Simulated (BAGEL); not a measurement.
# Si2H4ClF (SMILES F[SiH2][SiH2]Cl): PBE0/cc-pVDZ (density fitting with qzvpp-jkfit)

Aim: the energy change on altering one bond length of Si2H4ClF at PBE0/cc-pVDZ (density fitting with qzvpp-jkfit), from 2 runs. 

The calculation is run with BAGEL 1.2.2.

17 further runs of the same task are left out: 1 that didn't finish, 16 set aside as unsound or not needed.

**1. The structure to begin with**

Si2H4ClF: 8 atoms, total charge 0, spin state singlet. As SMILES, `F[SiH2][SiH2]Cl`. The shape is that of a PBE0-D4/def2-TZVP optimisation. This is one conformer, not always the lowest.

Bond lengths: F1–Si2 1.604 Å, Si2–Si3 2.345 Å, Si3–Cl4 2.060 Å, Si2–H5 1.485 Å, Si2–H6 1.487 Å, Si3–H7 1.486 Å, Si3–H8 1.484 Å. Some angles: F1–Si2–Si3 109.5°, Si2–Si3–Cl4 109.3°, F1–Si2–H5 108.3°, F1–Si2–H6 108.0°, Si3–Si2–H5 110.8°, Si3–Si2–H6 110.4°, Si2–Si3–H7 109.8°, Si2–Si3–H8 112.0°, Cl4–Si3–H7 108.3°, Cl4–Si3–H8 108.2°.

**2. A single-point energy at PBE0/cc-pVDZ (density fitting with qzvpp-jkfit)**

Contents of calc.json:

```json
{ "bagel" : [

{
  "title" : "molecule",
  "basis" : "cc-pvdz.json",
  "df_basis" : "qzvpp-jkfit",
  "angstrom" : "true",
  "geometry" : [
    { "atom" : "F", "xyz" : [      -1.769500,       1.438200,       0.046900 ] },
    { "atom" : "Si", "xyz" : [      -0.188800,       1.181000,       0.127500 ] },
    { "atom" : "Si", "xyz" : [       0.236500,      -1.123800,       0.039500 ] },
    { "atom" : "Cl", "xyz" : [      -0.336000,      -1.852100,      -1.800600 ] },
    { "atom" : "H", "xyz" : [       0.454900,       1.880200,      -1.013000 ] },
    { "atom" : "H", "xyz" : [       0.306000,       1.751900,       1.408000 ] },
    { "atom" : "H", "xyz" : [       1.691600,      -1.373700,       0.207100 ] },
    { "atom" : "H", "xyz" : [      -0.509700,      -1.867300,       1.084900 ] }
  ]
},

{ "title" : "ks", "xc_func" : "pbe0" },

{ "title" : "print", "file" : "orbitals.molden", "orbitals" : "true" }

]}
```

The basis set cc-pVDZ is read from a file made from the Basis Set Exchange's data (not shown).

The run is started by

```bash
$ BAGEL_NUM_THREADS=1 BAGEL calc.json > calc.out
```

The program printed:

```text
* using 1 threads per process

  ===============================================================
  ===============================================================

  *** Geometry ***

  { "atom" : "F", "xyz" : [     -3.343870,      2.717804,      0.088628 ] },
  { "atom" : "Si", "xyz" : [     -0.356780,      2.231767,      0.240940 ] },
  { "atom" : "Si", "xyz" : [      0.446920,     -2.123674,      0.074644 ] },
  { "atom" : "Cl", "xyz" : [     -0.634948,     -3.499962,     -3.402641 ] },
  { "atom" : "H", "xyz" : [      0.859636,      3.553063,     -1.914293 ] },
  { "atom" : "H", "xyz" : [      0.578256,      3.310611,      2.660734 ] },
  { "atom" : "H", "xyz" : [      3.196661,     -2.595917,      0.391362 ] },
  { "atom" : "H", "xyz" : [     -0.963193,     -3.528686,      2.050164 ] },

  Number of auxiliary basis functions:      533

  Since a DF basis is specified, we compute 2- and 3-index integrals:
    o Being stored without compression. Storage requirement is 0.033 GB

  Number of basis functions:       88
  Number of electrons      :       58

    * METHOD: MOLECULE                             0.21

  *** Kohn-Sham DFT ***

    * Removing 14062 points whose weight is below 1.00e-10
    * Grid points: 105186

  === Nuclear Repulsion ===
   269.2728270419

       - DIIS with orbital gradients will be used.

  === KS iteration (pbe0 / cc-pvdz.json) ===
      0      -1118.87899627          0.08724525           0.43
      1      -1100.56464461          0.13789036           0.47
      2      -1108.72097534          0.10733800           0.40
      3      -1117.82663565          0.13496802           0.41
      4      -1140.66052272          0.01965753           0.42
      5      -1140.86869315          0.01227503           0.40
      6      -1141.02364267          0.00200072           0.40
      7      -1141.02655447          0.00109461           0.42
      8      -1141.02786964          0.00017096           0.40
      9      -1141.02788942          0.00004528           0.41
     10      -1141.02789046          0.00002842           0.40
     11      -1141.02789125          0.00000385           0.40
     12      -1141.02789125          0.00000078           0.40
     13      -1141.02789125          0.00000021           0.43
     14      -1141.02789125          0.00000007           0.41
     15      -1141.02789125          0.00000004           0.42
     16      -1141.02789125          0.00000001           0.41
     17      -1141.02789125          0.00000000           0.43
    * SCF iteration converged.

    * Permanent dipole moment:
           (   -0.610589,    -0.135092,    -0.491213) a.u.

    * METHOD: KS                                   8.02

    * METHOD: PRINT                                0.01

  ===============================================================
```

Run time: 8.7 s. Hardware: 1 thread of Intel Xeon 6975P-C (Granite Rapids), shared host; peak memory 0.47 GiB.

**3. The distorted shape, same level**

Contents of dft.json:

```json
{ "bagel" : [

{
  "title" : "molecule",
  "basis" : "cc-pvdz.json",
  "df_basis" : "qzvpp-jkfit",
  "angstrom" : true,
  "geometry" : [
    { "atom" : "F", "xyz" : [      -1.962631,       1.228417,       0.389088 ] },
    { "atom" : "Si", "xyz" : [      -0.381931,       0.971217,       0.469688 ] },
    { "atom" : "Si", "xyz" : [       0.043369,      -1.333583,       0.381688 ] },
    { "atom" : "Cl", "xyz" : [      -0.529131,      -2.061883,      -1.458412 ] },
    { "atom" : "H", "xyz" : [       0.454900,       1.880200,      -1.013000 ] },
    { "atom" : "H", "xyz" : [       0.112869,       1.542117,       1.750188 ] },
    { "atom" : "H", "xyz" : [       1.498469,      -1.583483,       0.549288 ] },
    { "atom" : "H", "xyz" : [      -0.702831,      -2.077083,       1.427088 ] }
  ]
},

{
  "title" : "ks",
  "xc_func" : "pbe0"
},

{
  "title" : "print",
  "file" : "orbitals.molden",
  "orbitals" : true
}

]}
```

The basis set cc-pVDZ is read from a file made from the Basis Set Exchange's data (not shown).

The run is started by

```bash
$ BAGEL_NUM_THREADS=1 BAGEL dft.json > dft.out
```

The program printed:

```text
* using 1 threads per process

  ===============================================================
  ===============================================================

  *** Geometry ***

  { "atom" : "F", "xyz" : [     -3.708835,      2.321372,      0.735270 ] },
  { "atom" : "Si", "xyz" : [     -0.721745,      1.835334,      0.887582 ] },
  { "atom" : "Si", "xyz" : [      0.081956,     -2.520107,      0.721286 ] },
  { "atom" : "Cl", "xyz" : [     -0.999913,     -3.896394,     -2.755999 ] },
  { "atom" : "H", "xyz" : [      0.859636,      3.553063,     -1.914293 ] },
  { "atom" : "H", "xyz" : [      0.213291,      2.914179,      3.307376 ] },
  { "atom" : "H", "xyz" : [      2.831696,     -2.992349,      1.038004 ] },
  { "atom" : "H", "xyz" : [     -1.328158,     -3.925118,      2.696805 ] },

  Number of auxiliary basis functions:      533

  Since a DF basis is specified, we compute 2- and 3-index integrals:
    o Being stored without compression. Storage requirement is 0.033 GB

  Number of basis functions:       88
  Number of electrons      :       58

    * METHOD: MOLECULE                             0.21

  *** Kohn-Sham DFT ***

    * Removing 13744 points whose weight is below 1.00e-10
    * Grid points: 105504

  === Nuclear Repulsion ===
   267.4999941800

       - DIIS with orbital gradients will be used.

  === KS iteration (pbe0 / cc-pvdz.json) ===
      0      -1119.00353092          0.08622353           0.40
      1      -1100.86113615          0.13562077           0.45
      2      -1109.08311113          0.10434747           0.40
      3      -1117.01657312          0.14058536           0.39
      4      -1140.60487905          0.02085349           0.43
      5      -1140.83595663          0.01232194           0.39
      6      -1140.98817978          0.00210943           0.39
      7      -1140.99242117          0.00080362           0.39
      8      -1140.99305194          0.00022808           0.38
      9      -1140.99310161          0.00005321           0.37
     10      -1140.99310461          0.00001872           0.36
     11      -1140.99310490          0.00000641           0.38
     12      -1140.99310494          0.00000126           0.37
     13      -1140.99310494          0.00000026           0.38
     14      -1140.99310494          0.00000009           0.37
     15      -1140.99310494          0.00000004           0.37
     16      -1140.99310494          0.00000002           0.38
     17      -1140.99310494          0.00000001           0.37
    * SCF iteration converged.

    * Permanent dipole moment:
           (   -0.511102,     0.043808,    -0.672984) a.u.

    * METHOD: KS                                   7.51

    * METHOD: PRINT                                0.01

  ===============================================================
```

Run time: 8.1 s. Hardware: 1 thread of Intel Xeon 6975P-C (Granite Rapids), shared host; peak memory 0.47 GiB.

**4. Outcome**

Level: PBE0/cc-pVDZ (density fitting with qzvpp-jkfit).

| quantity | value |
| --- | --- |
| first shape: total energy | -1141.02789 Eh |
| first shape: dipole moment | 2.02 D |
| first shape: HOMO energy | -8.20 eV |
| first shape: LUMO energy | -0.74 eV |
| first shape: HOMO–LUMO gap | 7.46 eV |
| distorted shape: total energy | -1140.99310 Eh |
| distorted shape: dipole moment | 2.15 D |
| distorted shape: HOMO energy | -8.20 eV |
| distorted shape: LUMO energy | -0.97 eV |
| distorted shape: HOMO–LUMO gap | 7.23 eV |
| energy change with the Si2–H5 bond stretched from 1.485 to 1.930 Å | 0.947 eV |

What this shows: With the Si2–H5 bond stretched from 1.485 to 1.930 Å the energy rises by 0.95 eV (21.8 kcal/mol). The first shape isn't relaxed at this level, so the change isn't measured from a minimum.
